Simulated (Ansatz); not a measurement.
# GdOF (R-3m): the equilibrium volume, part 2 of 2

At what volume is GdOF (R-3m) free of pressure?

Ansatz 0.2.0; DFT PBEsol, scalar-relativistic, plane waves, PAW. The steps go on from the part before.

**3. Full relaxation**

Contents of input.yaml:

```yaml
crystal:
  lattice:
    - [1.93678369, 1.11820259, 6.44106177]
    - [-1.93678369, 1.11820259, 6.44106177]
    - [0.0, -2.23640518, 6.44106177]
  atoms:
    - { symbol: F, position: [0.36995057, 0.36995057, 0.36995057] }
    - { symbol: F, position: [0.63004943, 0.63004943, 0.63004943] }
    - { symbol: Gd, position: [0.24153413, 0.24153413, 0.24153413], spin: 7.49 }
    - { symbol: Gd, position: [0.75846587, 0.75846587, 0.75846587], spin: 7.49 }
    - { symbol: O, position: [0.12183246, 0.12183246, 0.12183246] }
    - { symbol: O, position: [0.87816754, 0.87816754, 0.87816754] }
basis:
  ecutwfc: 420
kpoints:
  mp_grid: { grid: [6, 6, 6] }
hamiltonian:
  xc: pbesol
scf:
  occupations: { method: gaussian, width: 0.02 }
  lower_state_search: "off"
output:
  forces: true
  stress: true
  eigenvalues: true
  populations: true
  hubbard: { sites: [{ species: Gd, l: f }] }
  write_density: true
  write_potential: true
  elf: true
  volumetric_format: npy
magnetization:
  spin_polarized: true
relax:
  adjacent_minimum: "off"
  f_tol: 0.005
  max_steps: 80
  cell: { stress_tol: 0.05 }
```

Run with:

```
$ ansatz run input.yaml --threads 8 --pin off --max-ram 14336MiB --backend cpu --events-out ev --progress --plain --runs-dir out
```

What it wrote:

```text
Warning: RAYON_NUM_THREADS=8 ignored (pool sized by the plan → 8); use --threads N
basis.fft_grid_basis auto: the FFT boxes are laid along the combinations [[1, -1, 0], [0, 1, 0], [0, -1, 1]] of the cell's own vectors, 3.874, 6.818 and 3.874 Å long. The dense box has 27×48×27 points. Along the cell's own vectors, as sized, it would have 48×48×48, 3.16 times as many. Of the 12 symmetry operations that the crystal satisfies within crystal.symmetry.tolerance (time reversal apart; of a slab, those that keep its plane) the dense box along the cell's own vectors carries 12, and the one as laid loses 8 of those. basis.fft_grid_basis: typed keeps the cell's own vectors: state it where this run's energies or levels are differenced outside the engine with another run's, or held beside a run that keeps those vectors. Those combinations have planes normal to reciprocal vector 3, as the cell's own vectors have. Each planar average written beside output.write_density, output.write_potential has a row for each plane of the box: 27. The volumetric files lie along those combinations, not along the cell's own vectors: a cube or XSF file states them, and fields.json those of NumPy files.
Gd: projections on atomic orbitals take those of the free atom [Kr 4d10] 4f7 5s2 5p6 5d1 6s2, of charge +0.00 (hamiltonian.pseudopotentials.projection_atoms); the dataset's partial waves leave at most 2.5e-4 of an orbital's norm unspanned inside its sphere
Engine: ansatz 0.2.0, aarch64-unknown-linux-gnu
Pseudopotentials: kind: paw
Pseudopotential: F, paw, valence charge 7, recommended cutoff 420 eV (normal), F.paw.azcp
Pseudopotential: Gd, paw, valence charge 18, recommended cutoff 420 eV (normal), Gd.paw.azcp
Pseudopotential: O, paw, valence charge 6, recommended cutoff 420 eV (normal), O.paw.azcp
Functional definition: PBEsol
  exchange = pbesol_x
  correlation = pbesol_c
Crystal: 6 atoms, lattice volume = 83.697 Å³
Basis set: ecut = 420 eV, 1665 PW (Γ), FFT grids on a1−a2, a2, −a2+a3, exchange–correlation on 54×96×54 points (8 copies of the dense FFT grid, shifted against one another)
Bands: 47, of which v1, the nominal top of the filled ones, is band 31 counted from 1 (30 counted from 0)
Symmetry: 12 space group operations
Space group: R-3m (ITA 166), of the structure as read, at distance tolerance 4.4e-5 Å
Magnetic group: BNS 166.97 (UNI 1327), of the structure as read, at distance tolerance 4.4e-5 Å
k-points: 32 of 216
Non-local potential: F, projectors of the file, l = 0: 2, l = 1: 2, l = 2: 1
Non-local potential: Gd, projectors of the file, l = 0: 3, l = 1: 2, l = 2: 2, l = 3: 3
Non-local potential: O, projectors of the file, l = 0: 2, l = 1: 2, l = 2: 1
PAW form: soft (Blöchl's): semilocal exchange-correlation on the pseudo side does not see the compensation charge
PAW frozen core: F, regenerated for the run's functional, and the local potential with it (the file was generated under x = pbe(κ = 0.804, μ = 0.2195149727645171), c = pbe(β = 0.06672455060314922))
PAW frozen core: Gd, regenerated for the run's functional, and the local potential with it (the file was generated under x = pbe(κ = 0.804, μ = 0.2195149727645171), c = pbe(β = 0.06672455060314922))
PAW frozen core: O, regenerated for the run's functional, and the local potential with it (the file was generated under x = pbe(κ = 0.804, μ = 0.2195149727645171), c = pbe(β = 0.06672455060314922))
PAW one-centre angular grid: F, 110 points (default); XC on 64 Gauss nodes
PAW one-centre angular grid: Gd, 590 points (default); XC on 64 Gauss nodes
PAW one-centre angular grid: O, 110 points (default); XC on 64 Gauss nodes
Initial density: superposition of atomic densities (chi_scale 0.1, normalization cell, long waves kept (reshape's long-wave potential 0.39 eV rms))
Starting moments: Σ|m| = 14.98 μB on 2 of 6 sites
Initial wavefunctions: pseudopotential atomic-orbital guess
Functional: x = pbesol(κ = 0.804, μ = 0.12345679012345678), c = pbesol(β = 0.046)
SCF iter   1: F=—  HF=-21241.464685 eV  |F-HF|=—  |Δ(HF+E_count)|=         —  Δρ=7.22e-1 (↑4.09e-1 ↓7.22e-1)  dr2=1.29e3  dr2_m=4.11e1  M=2.000 μB ∫|m|=2.294 μB  β_m=0.03  ethr=3.10e-3  ⟨swp⟩=5.4  Hψ=10200  notcnv=0
Mixer restart at iter 1: flushing history
preconditioner: auto → Kerker (q_TF=auto, 2.595 Å⁻¹)  [metal: Δε(μ)=0.010 eV  Ē_g=13.595 eV  σ=0.020 eV  W_gap=0.26  n_scr=28 (ndim 8)  ℏωp=30.9 eV  f_vac=0.003  D(μ)=19.70/eV (n_scr^D=378)]
spin=Collinear: Kerker preconditioning applied to the charge; magnetization (m = ρ↑ − ρ↓) channel mixes plain (no charge-response kernel on spin).
SCF iter   2: F=—  HF=-21209.637683 eV  |F-HF|=—  |Δ(HF+E_count)|=    3.18e1  Δρ=5.92e-1 (↑3.72e-1 ↓5.92e-1)  dr2=9.86e2  dr2_m=2.38e1  M=3.580 μB ∫|m|=3.877 μB  β_m=0.03  ethr=3.10e-3  ⟨swp⟩=4.1  Hψ=6493  notcnv=0  defer=434
Mixer restart at iter 2: flushing history
SCF iter   3: F=—  HF=-21193.295265 eV  |F-HF|=—  |Δ(HF+E_count)|=    1.63e1  Δρ=2.25e-1 (↑2.14e-1 ↓2.25e-1)  dr2=6.03e1  dr2_m=2.90e1  M=13.972 μB ∫|m|=14.033 μB  β_m=1.00  ethr=3.10e-3  ⟨swp⟩=3.3  Hψ=6325  notcnv=0  defer=428
SCF iter   4: F=—  HF=-21192.650677 eV  |F-HF|=—  |Δ(HF+E_count)|=   6.45e-1  Δρ=4.72e-1 (↑2.08e-1 ↓4.72e-1)  dr2=4.63e2  dr2_m=2.45e1  M=7.825 μB ∫|m|=7.849 μB  β_m=0.05  ethr=3.10e-3  ⟨swp⟩=4.2  Hψ=8614  notcnv=0  defer=309
Mixer restart at iter 4: flushing history
SCF iter   5: F=—  HF=-21185.611504 eV  |F-HF|=—  |Δ(HF+E_count)|=    7.04e0  Δρ=7.29e-2 (↑7.29e-2 ↓7.17e-2)  dr2=1.09e1  dr2_m=3.36e0  M=14.000 μB ∫|m|=14.000 μB  β_m=0.23  ethr=3.10e-3  ⟨swp⟩=3.5  Hψ=6607  notcnv=0  defer=428
Mixer restart at iter 5: flushing history
SCF iter   6: F=—  HF=-21185.717457 eV  |F-HF|=—  |Δ(HF+E_count)|=   1.06e-1  Δρ=6.03e-2 (↑5.96e-2 ↓6.03e-2)  dr2=9.72e0  dr2_m=2.18e0  M=14.000 μB ∫|m|=14.000 μB  β_m=0.34  ethr=3.10e-3  ⟨swp⟩=1.8  Hψ=3772  notcnv=0  defer=323
Mixer restart at iter 6: flushing history
SCF iter   7: F=—  HF=-21186.136185 eV  |F-HF|=—  |Δ(HF+E_count)|=   4.19e-1  Δρ=4.63e-2 (↑4.50e-2 ↓4.63e-2)  dr2=8.49e0  dr2_m=1.11e0  M=14.000 μB ∫|m|=14.000 μB  β_m=0.52  ethr=3.10e-3  ⟨swp⟩=1.2  Hψ=2754  notcnv=0  defer=323
Mixer restart at iter 7: flushing history
SCF iter   8: F=—  HF=-21187.085779 eV  |F-HF|=—  |Δ(HF+E_count)|=   9.50e-1  Δρ=3.16e-2 (↑3.10e-2 ↓3.16e-2)  dr2=7.08e0  dr2_m=3.47e-1  M=14.000 μB ∫|m|=14.000 μB  β_m=0.83  ethr=3.10e-3  ⟨swp⟩=1.9  Hψ=3622  notcnv=0  defer=323
Mixer restart at iter 8: flushing history
SCF iter   9: F=—  HF=-21188.727233 eV  |F-HF|=—  |Δ(HF+E_count)|=    1.64e0  Δρ=2.16e-2 (↑2.16e-2 ↓2.03e-2)  dr2=5.50e0  dr2_m=3.61e-2  M=14.000 μB ∫|m|=14.000 μB  β_m=0.30  ethr=3.10e-3  ⟨swp⟩=2.0  Hψ=3812  notcnv=0  defer=327
Mixer restart at iter 9: flushing history
spin-set hold released at iteration 9 (site moments contracting): the magnetisation degrees of freedom join the quasi-Newton model from the next iteration; the mixer history was flushed
SCF iter  10: F=—  HF=-21190.349233 eV  |F-HF|=—  |Δ(HF+E_count)|=    1.62e0  Δρ=1.77e-2 (↑1.77e-2 ↓1.73e-2)  dr2=4.22e0  dr2_m=2.11e-2  M=14.000 μB ∫|m|=14.000 μB  β_m=0.65  ethr=3.10e-3  ⟨swp⟩=2.2  Hψ=3323  notcnv=0  defer=321
SCF iter  11: F=—  HF=-21191.315201 eV  |F-HF|=—  |Δ(HF+E_count)|=   9.66e-1  Δρ=8.68e-3 (↑8.68e-3 ↓7.64e-3)  dr2=1.23e0  dr2_m=2.46e-3  M=14.000 μB ∫|m|=14.000 μB  β_m=0.82  ethr=3.10e-3  ⟨swp⟩=3.5  Hψ=5930  notcnv=0  defer=321
SCF iter  12: F=—  HF=-21191.096036 eV  |F-HF|=—  |Δ(HF+E_count)|=   2.19e-1  Δρ=7.68e-3 (↑7.68e-3 ↓7.65e-3)  dr2=4.40e-1  dr2_m=9.60e-4  M=14.000 μB ∫|m|=14.000 μB  β_m=0.78  ethr=1.98e-3  ⟨swp⟩=3.5  Hψ=4935  notcnv=0  defer=287
SCF iter  13: F=—  HF=-21190.956793 eV  |F-HF|=—  |Δ(HF+E_count)|=   1.39e-1  Δρ=3.26e-3 (↑3.26e-3 ↓3.18e-3)  dr2=7.75e-2  dr2_m=2.23e-4  M=14.000 μB ∫|m|=14.000 μB  β_m=0.80  ethr=7.10e-4  ⟨swp⟩=3.5  Hψ=5888  notcnv=0  defer=287
SCF iter  14: F=—  HF=-21190.942456 eV  |F-HF|=—  |Δ(HF+E_count)|=   1.43e-2  Δρ=2.07e-3 (↑1.98e-3 ↓2.07e-3)  dr2=2.10e-2  dr2_m=9.45e-5  M=14.000 μB ∫|m|=14.000 μB  β_m=0.88  ethr=1.25e-4  ⟨swp⟩=3.6  Hψ=5958  notcnv=0  defer=275
SCF iter  15: F=—  HF=-21190.944803 eV  |F-HF|=—  |Δ(HF+E_count)|=   2.35e-3  Δρ=1.56e-3 (↑1.53e-3 ↓1.56e-3)  dr2=8.21e-3  dr2_m=3.34e-6  M=14.000 μB ∫|m|=14.000 μB  β_m=0.81  ethr=3.38e-5  ⟨swp⟩=3.1  Hψ=5655  notcnv=0  defer=275
SCF iter  16: F=—  HF=-21190.946190 eV  |F-HF|=—  |Δ(HF+E_count)|=   1.39e-3  Δρ=4.30e-4 (↑4.30e-4 ↓4.29e-4)  dr2=1.23e-3  dr2_m=1.04e-6  M=14.000 μB ∫|m|=14.000 μB  β_m=0.90  ethr=1.32e-5  ⟨swp⟩=2.6  Hψ=5292  notcnv=0  defer=275
SCF iter  17: F=—  HF=-21190.947711 eV  |F-HF|=—  |Δ(HF+E_count)|=   1.52e-3  Δρ=3.95e-4 (↑3.95e-4 ↓3.28e-4)  dr2=4.54e-4  dr2_m=3.67e-6  M=14.000 μB ∫|m|=14.000 μB  β_m=0.77  ethr=1.98e-6  ⟨swp⟩=2.5  Hψ=5524  notcnv=0  defer=275
SCF iter  18: F=—  HF=-21190.947701 eV  |F-HF|=—  |Δ(HF+E_count)|=   1.04e-5  Δρ=9.14e-5 (↑9.14e-5 ↓8.23e-5)  dr2=2.35e-5  dr2_m=3.82e-7  M=14.000 μB ∫|m|=14.000 μB  β_m=0.83  ethr=7.32e-7  ⟨swp⟩=2.0  Hψ=5195  notcnv=0  defer=275
SCF iter  19: F=—  HF=-21190.947751 eV  |F-HF|=—  |Δ(HF+E_count)|=   5.03e-5  Δρ=3.73e-5 (↑3.73e-5 ↓3.43e-5)  dr2=4.84e-6  dr2_m=1.06e-7  M=14.000 μB ∫|m|=14.000 μB  β_m=0.92  ethr=3.78e-8  ⟨swp⟩=2.0  Hψ=5232  notcnv=0  defer=275
SCF iter  20: F=—  HF=-21190.947759 eV  |F-HF|=—  |Δ(HF+E_count)|=   7.89e-6  Δρ=1.26e-5 (↑1.26e-5 ↓1.20e-5)  dr2=6.26e-7  dr2_m=5.80e-9  M=14.000 μB ∫|m|=14.000 μB  β_m=0.96  ethr=7.81e-9  ⟨swp⟩=2.0  Hψ=4717  notcnv=0  defer=275
SCF iter  21: F=—  HF=-21190.947760 eV  |F-HF|=—  |Δ(HF+E_count)|=   1.61e-6  Δρ=6.61e-6 (↑6.10e-6 ↓6.61e-6)  dr2=2.30e-7  dr2_m=3.19e-10  M=14.000 μB ∫|m|=14.000 μB  β_m=0.98  ethr=1.01e-9  ⟨swp⟩=2.0  Hψ=4704  notcnv=0  defer=275
iter 22 did not close the SCF: its close was put off until two iterations running show no level that it waits for move by more than its bar (scf_convergence_deferred on its scf_iter line)
SCF iter  22: F=-21190.947761 eV  HF=-21190.947761 eV  |F-HF|=3.00e-9  |Δ(HF+E_count)|=   2.26e-7  Δρ=3.32e-6 (↑3.32e-6 ↓3.12e-6)  dr2=3.42e-8  dr2_m=2.13e-10  M=14.000 μB ∫|m|=14.000 μB  β_m=0.98  ethr=1.61e-10  ⟨swp⟩=18.0  Hψ=24486  notcnv=0
iter 23 did not close the SCF: its close was put off until two iterations running show no level that it waits for move by more than its bar (scf_convergence_deferred on its scf_iter line)
SCF iter  23: F=-21190.947761 eV  HF=-21190.947761 eV  |F-HF|=9.92e-9  |Δ(HF+E_count)|=   1.62e-8  Δρ=1.68e-6 (↑1.68e-6 ↓1.64e-6)  dr2=1.34e-8  dr2_m=4.00e-11  M=14.000 μB ∫|m|=14.000 μB  β_m=0.90  ethr=5.51e-11  ⟨swp⟩=7.0  Hψ=18338  notcnv=0
SCF iter  24: F=-21190.947761 eV  HF=-21190.947761 eV  |F-HF|=1.43e-9  |Δ(HF+E_count)|=  5.60e-10  Δρ=9.45e-7 (↑8.52e-7 ↓9.45e-7)  dr2=2.02e-9  dr2_m=6.92e-12  M=14.000 μB ∫|m|=14.000 μB  ethr=2.16e-11  ⟨swp⟩=6.9  Hψ=17183  notcnv=0
SCF 1 converged in 24 iterations: F = -21190.947761 eV  dr2 = 2.02e-9
relax step   1: F+E_penalty+E_count = -21190.94776069 eV  Δ(F+E_penalty+E_count) = +0.000e0 eV  max|allowed force component| = 2.208e-1 eV/Å  Δτ_max = 0.0000 Å  P = -3.993 GPa  Ω = 83.697 Å³  (24 SCF iters, dr2 threshold 1.00e-7 eV, accepted)
[... from here on, the SCF cycles and remarks between the steps are left out ...]
relax step   2: F+E_penalty+E_count = -21190.98060715 eV  Δ(F+E_penalty+E_count) = -3.285e-2 eV  max|allowed force component| = 1.617e-1 eV/Å  Δτ_max = 0.0084 Å  P = +2.652 GPa  Ω = 80.120 Å³  energy of the carried Pulay correction = +1.417e-2 eV  (10 SCF iters, dr2 threshold 6.00e-7 eV, accepted)
relax step   3: F+E_penalty+E_count = -21190.98660052 eV  Δ(F+E_penalty+E_count) = -5.993e-3 eV  max|allowed force component| = 7.205e-2 eV/Å  Δτ_max = 0.0060 Å  P = -0.058 GPa  Ω = 81.486 Å³  energy of the carried Pulay correction = +8.686e-3 eV  (7 SCF iters, dr2 threshold 6.00e-7 eV, accepted)
relax step   4: F+E_penalty+E_count = -21190.98664699 eV  Δ(F+E_penalty+E_count) = -4.647e-5 eV  max|allowed force component| = 3.390e-2 eV/Å  Δτ_max = 0.0044 Å  P = -0.035 GPa  Ω = 81.516 Å³  energy of the carried Pulay correction = +8.566e-3 eV  (5 SCF iters, dr2 threshold 3.24e-7 eV, accepted)
relax step   5: F+E_penalty+E_count = -21190.98680101 eV  Δ(F+E_penalty+E_count) = -1.540e-4 eV  max|allowed force component| = 1.990e-2 eV/Å  Δτ_max = 0.0028 Å  P = -0.007 GPa  Ω = 81.500 Å³  energy of the carried Pulay correction = +8.630e-3 eV  (5 SCF iters, dr2 threshold 7.18e-8 eV, accepted)
relax step   6: F+E_penalty+E_count = -21190.98686620 eV  Δ(F+E_penalty+E_count) = -6.518e-5 eV  max|allowed force component| = 4.946e-3 eV/Å  Δτ_max = 0.0013 Å  P = -0.001 GPa  Ω = 81.493 Å³  energy of the carried Pulay correction = +8.658e-3 eV  (5 SCF iters, dr2 threshold 2.47e-8 eV, accepted)
relax step   7: F+E_penalty+E_count = -21190.97951611 eV  Δ(F+E_penalty+E_count) = +7.350e-3 eV  max|allowed force component| = 5.009e-3 eV/Å  Δτ_max = 0.0000 Å  P = -0.177 GPa  Ω = 81.493 Å³  stress off target by 1.81e-1 GPa  SCF on the basis re-selected at this cell (its energy is not comparable with the rows above)  (8 SCF iters)
relax step   8: F+E_penalty+E_count = -21190.97994537 eV  Δ(F+E_penalty+E_count) = -4.293e-4 eV  max|allowed force component| = 2.367e-4 eV/Å  Δτ_max = 0.0003 Å  P = -0.004 GPa  Ω = 81.399 Å³  energy of the carried Pulay correction = +3.747e-4 eV  (6 SCF iters, dr2 threshold 8.22e-8 eV, accepted)
relax step   9: F+E_penalty+E_count = -21190.97951410 eV  Δ(F+E_penalty+E_count) = +4.313e-4 eV  max|allowed force component| = 4.374e-4 eV/Å  Δτ_max = 0.0000 Å  P = -0.009 GPa  Ω = 81.399 Å³  stress off target by 9.89e-3 GPa  SCF on the basis re-selected at this cell (its energy is not comparable with the rows above)  (6 SCF iters)
basis re-selected at this cell: Δ(F+E_penalty+E_count) = +4.313e-4 eV, ΔP = -0.005 GPa vs the last step (what re-selecting the basis moved, of the pressure what is left beyond the Pulay correction that the steps carried, after the strain that the cell walked since its last selection, with what the two solves' SCF thresholds leave and, on support functions, any second-order correction that the steps lacked; it is no measure of the basis error at this ecutwfc). This SCF's stress stands 9.89e-3 GPa from its target on what of the cell is left free (relax.cell.stress_tol is 5.00e-2 GPa) and its largest allowed force component is 4.37e-4 eV/Å (relax.f_tol is 5.00e-3 eV/Å): within both
SCF converged after 6 iterations
Magnetization: 14.0000 μB (38.0000 up, 24.0000 down)
Absolute magnetization: 14.0001 μB (∫|ρ↑−ρ↓|, with the PAW one-centre terms)
Spin contamination: 0.0122 ħ² per cell (⟨S²⟩ above its minimum at these occupations)
Per-site moments (μB) at R_I (Å): [(0.012441718750353025, 1.0121868610360483), (0.012441718750352548, 1.0121868610360476), (6.793833852661844, 0.941031073813372), (6.793833852661843, 0.9410310738133708), (0.013667093716268128, 0.941031073813372), (0.013667093716268154, 0.9410310738133708)]
Free energy (F): -21190.979514 eV
Harris-Foulkes:  -21190.979514 eV  (|F-HF|=3.64e-12)
Internal energy: -21190.979514 eV  (E = F + TS)
E sigma→0 (E₀):  -21190.979514 eV
Fermi energy:    11.933517 eV
--- Per-component energies (eV) ---
  E_band       = 14.104194
  E_kinetic    = 1573.565116
  E_local      = -5455.319732  (includes V_loc(G=0)·N_el)
  E_nonlocal   = 828.376233
  E_hartree    = 2191.310471
  E_xc         = -770.400490
  E_vxc        = -900.088358  (∫ρ·V_xc dr)
  E_paw        = -13386.304151  (= ΣΔE_a)
  E_vpaw       = -415.058876  (= ΣTr[D̂ρ^β])
  E_aug_tail   = 0.008932  (compensation charges beyond the density's cutoff)
  E_ewald      = -6173.693695
  E_core_change = 1.477803  (= ΣΔE_core)
  E_smearing   = -0.000000  (= −TS)
  E_closure    = -0.000000  (closes the sum)
  Σ components = -21190.979514   (vs F -21190.979514, Δ=0.00e0)
--- Forces (eV/Å), atoms counted from 1 ---
  atom   1  F     -0.00000000     0.00000000     0.00009600
  atom   2  F      0.00000000     0.00000000    -0.00009600
  atom   3  Gd     0.00000000     0.00000000     0.00043741
  atom   4  Gd    -0.00000000    -0.00000000    -0.00043741
  atom   5  O      0.00000000     0.00000000    -0.00017409
  atom   6  O     -0.00000000    -0.00000000     0.00017409
  max |Σ_I F_I| component: 8.67e-19 eV/Å
--- Stress (GPa, compression-positive) ---
       -0.008500       0.000000       0.000000
        0.000000      -0.008500       0.000000
        0.000000       0.000000      -0.009887
  P = ⅓ Tr σ = -0.0090 GPa (-0.090 kbar)
--- Band table (eV; the first three rows and the last of 64) ---
  k-point 0 ↑: bands = ["-31.9331", "-31.8816", "-12.4825", "-11.5666", "-9.6855", "-9.3182", "-9.3182", "-9.2116", "-9.2116", "-9.2028", "-5.3192", "-4.9126", "5.4239", "5.5799", "5.5799", "6.3859", "6.3859", "6.5729", "7.8581", "7.9167", "7.9167", "8.0497", "8.0497", "8.2325", "8.6285", "8.6612", "8.6612", "8.6980", "8.7022", "8.7132", "8.7132", "8.8255", "9.2350", "9.2568", "9.2568", "9.6001", "9.6001", "10.2370", "15.1998", "16.0809", "16.0809", "16.7593", "16.7593", "17.7011", "17.7315", "20.0445", "20.0445"]
[... 3 lines left out ...]
--- Relaxed structure (7 steps of the walk, 7 accepted, 2 SCFs on fresh bases) ---
  F+E_penalty+E_count = -21190.97951410 eV   max|allowed force component| = 4.374e-4 eV/Å   (the final SCF, on the basis selected at the relaxed cell)
  cell:  # Å, volume = 81.3989 Å³
    - [1.9174260906784917, 1.107026469604439, 6.391321727867336]
    - [-1.9174260906784917, 1.107026469604439, 6.391321727867336]
    - [9.689182423093426e-34, -2.214052939208878, 6.391321727867336]
  atoms:
    - { symbol: F, position: [0.37029175639078815, 0.37029175639078815, 0.37029175639078815] }
    - { symbol: F, position: [0.6297082436092116, 0.6297082436092116, 0.6297082436092116] }
    - { symbol: Gd, position: [0.2412039839277371, 0.2412039839277371, 0.2412039839277371] }
    - { symbol: Gd, position: [0.7587960160722628, 0.7587960160722628, 0.7587960160722628] }
    - { symbol: O, position: [0.12222559683752858, 0.12222559683752858, 0.12222559683752858] }
    - { symbol: O, position: [0.8777744031624712, 0.8777744031624712, 0.8777744031624712] }
--- Löwdin populations: 6 sites ---
  site symbol       q [e]    m [muB]
     0      F      7.4168     0.0179
     1      F      7.4168     0.0179
     2     Gd     16.9455     6.9487
     3     Gd     16.9455     6.9487
     4      O      6.5790     0.0309
     5      O      6.5790     0.0309
  spilling = 0.001894 (of n_electrons = 62.000000)
--- Occupation matrices: 2 shells (Löwdin-built; ε = 2.00e-2, provisional) ---
  Gd2 f_4F: site group C3v (3m)
  Gd2 f_4F up     Tr n = 6.9959  λ = 0.999 0.999 0.999 0.999 1.000 1.000 1.000  [7× z3 0.14 E(0.57)]
  Gd2 f_4F dn     Tr n = 0.1308  λ = 0.013 0.013 0.014 0.016 0.016 0.017 0.043  [6× xz2 0.17 E(0.67) | z3 0.61 A1(1.00)]
  Gd3 f_4F: site group C3v (3m)
  Gd3 f_4F up     Tr n = 6.9959  λ = 0.999 0.999 0.999 0.999 1.000 1.000 1.000  [7× z3 0.14 E(0.57)]
  Gd3 f_4F dn     Tr n = 0.1308  λ = 0.013 0.013 0.014 0.016 0.016 0.017 0.043  [6× xz2 0.17 E(0.67) | z3 0.61 A1(1.00)]
  Tr n, λ and their labels are of the run-group-symmetrised matrices; stabiliser: 12 of 24 elements of G0×{1,Θ} (closed), max defect 4.6e-15 at τ = 4.2e-3
```

Run time: 21 s. Hardware: 8 threads of Arm Neoverse V2, shared host; peak memory 0.65 GiB.

Relaxation path:

```csv
step,energy from step 1 (meV/atom),largest force component (eV/Å),pressure (GPa),volume (Å³/atom)
1,0.0,0.221,-3.99,13.950
2,-5.5,0.162,2.65,13.353
3,-6.5,0.072,-0.06,13.581
4,-6.5,0.034,-0.04,13.586
5,-6.5,0.020,-0.01,13.583
6,-6.5,0.005,0.00,13.582
7,-5.3,0.005,-0.18,13.582
8,-5.4,0.000,0.00,13.566
9,-5.3,0.000,-0.01,13.566
```

Step 1 is the start. Step 7 repeats a cell on a basis chosen anew, so the energy can jump there without a move. Step 9 repeats the geometry before it on a plane-wave basis chosen anew for the final cell, which shifts the energy by +0.1 meV/atom. The run keeps the 12 symmetry operations that it found, so it can't reach a distortion that breaks them.

In short: volume 13.566 Å³/atom, pressure -0.01 GPa, gap on the mesh 3.39 eV, spin moments in the atoms' spheres Gd 6.79 μB.

**4. The cell, before and after**

How the cell compares, before and after:

| cell as typed | before | after | change |
| --- | --- | --- | --- |
| a (Å) | 6.818 | 6.764 | -0.8 % |
| b (Å) | 6.818 | 6.764 | -0.8 % |
| c (Å) | 6.818 | 6.764 | -0.8 % |
| α (°) | 33.01 | 32.94 | -0.07° |
| β (°) | 33.01 | 32.94 | -0.07° |
| γ (°) | 33.01 | 32.94 | -0.07° |
| volume (Å³/atom) | 13.950 | 13.566 | -2.7 % |
| shortest distance (Å) | 2.310 | 2.281 | -1.3 % |
| space group | R-3m | R-3m | same |

**5. Outcome**

This closing draws on all 2 parts. Changes of volume or cell count from the first structure of part 1.

```
               quantity                                                                        value
                 volume                                                               13.566 Å³/atom
               pressure                                                                    -0.01 GPa
      conventional cell  a = 3.835 Å, b = 3.835 Å, c = 19.174 Å, α = 90.00°, β = 90.00°, γ = 120.00°
        gap on the mesh                                                                      3.39 eV
spin moments in spheres                                                                   Gd 6.79 μB
```

Over the 2 runs shown the cell moved from 13.95 to 13.57 Å³/atom, a change of -2.7 %, where the pressure is zero within 0.01 GPa. No U or exact exchange acts on the open f shell of Gd, so the gap holds for this level alone and is likely too small. Spin–orbit coupling is left out, though the cell holds Gd; it splits the 4f levels.
